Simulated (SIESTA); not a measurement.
Input of a SIESTA 5.4.2 run:

File run.py:

```python
from ase.io import read
from ase.calculators.siesta import Siesta
from ase.units import Ry, GPa

atoms = read("GaGe.xyz")

fdf = {
    'SCFMustConverge': False,
    'OccupationFunction': 'FD',
    'ElectronicTemperature': '0.05 eV',
    'MaxSCFIterations': '120',
    'SCF.Mixer.Method': 'Pulay',
    'SCF.Mixer.Weight': '0.25',
    'SCF.Mixer.History': '8',
    'SCF.DM.Tolerance': '5.0e-05',
    'SCF.H.Tolerance': '1.0e-03 eV',
    'WriteForces': 'true',
    'Charge.Mulliken': 'end',
    'Charge.Hirshfeld': 'end',
    'Charge.Voronoi': 'end',
    'SaveRho': 'true',
    'SaveElectrostaticPotential': 'true',
    'BandLinesScale': 'ReciprocalLatticeVectors',
    'BandLines': ['  1    0.000000   0.000000   0.000000  \\Gamma', ' 12    0.500000   0.000000   0.500000  X', '  6    0.500000   0.250000   0.750000  W', '  4    0.375000   0.375000   0.750000  K', ' 13    0.000000   0.000000   0.000000  \\Gamma', ' 11    0.500000   0.500000   0.500000  L', '  8    0.625000   0.250000   0.625000  U', '  4    0.500000   0.250000   0.750000  W', '  9    0.500000   0.500000   0.500000  L', '  8    0.375000   0.375000   0.750000  K', '  1    0.625000   0.250000   0.625000  U', '  4    0.500000   0.000000   0.500000  X'],
    'PAO.Basis': ['Ge.1 4', 'n=4 0 2', '  5.972 0.000', 'n=4 1 2', '  8.196 0.000', 'n=3 2 2', '  3.189 0.000', 'n=4 2 1', '  8.196', 'Ga.2 4', 'n=4 0 2', '  6.575 0.000', 'n=4 1 2', '  9.448 0.000', 'n=3 2 2', '  3.582 0.000', 'n=4 2 1', '  9.448'],
}
calc = Siesta(
    label="GaGe",
    command="siesta < PREFIX.fdf > PREFIX.out",
    pseudo_path="pseudos",
    pseudo_qualifier="",
    xc=('GGA', 'PBE'),
    basis_set="DZP",
    mesh_cutoff=800 * Ry,
    energy_shift=0.003 * Ry,
    kpts=[8, 8, 8],
    spin="non-polarized",
    fdf_arguments=fdf,
)
atoms.calc = calc

print(f"energy = {atoms.get_potential_energy():.6f} eV")
free = atoms.get_potential_energy(force_consistent=True)
print(f"free energy = {free:.6f} eV")
print("forces (eV/A):")
print(atoms.get_forces(apply_constraint=False).round(6))
print("stress (GPa, Voigt order, tension positive):", (atoms.get_stress() / GPa).round(4))
```

The input GaGe.xyz:

```xyz
2
Lattice="0.0000000000 2.8978440000 2.8978440000 2.8978440000 0.0000000000 2.8978440000 2.8978440000 2.8978440000 0.0000000000" Properties=species:S:1:pos:R:3 pbc="T T T"
Ge     0.0000000000      0.0000000000      0.0000000000
Ga     1.4489220000      1.4489220000      1.4489220000
```

Potentials or basis: PseudoDojo 0.4 standard (PBE files), DZP (energy shift 0.003 Ry; two zetas on semicore shells).

Launch:

```sh
$ python run.py
```

(1) Predict the Voronoi charges.

(2) Estimate the Hirshfeld charges.

(3) Estimate the pressure.

Results:

(1) Ge -0.05; Ga +0.05 e.

(2) Ge -0.05; Ga +0.05 e.

(3) 1.0 GPa.

Caveat: the basis of atomic orbitals isn't converged, which shifts pressures, moduli and gaps.
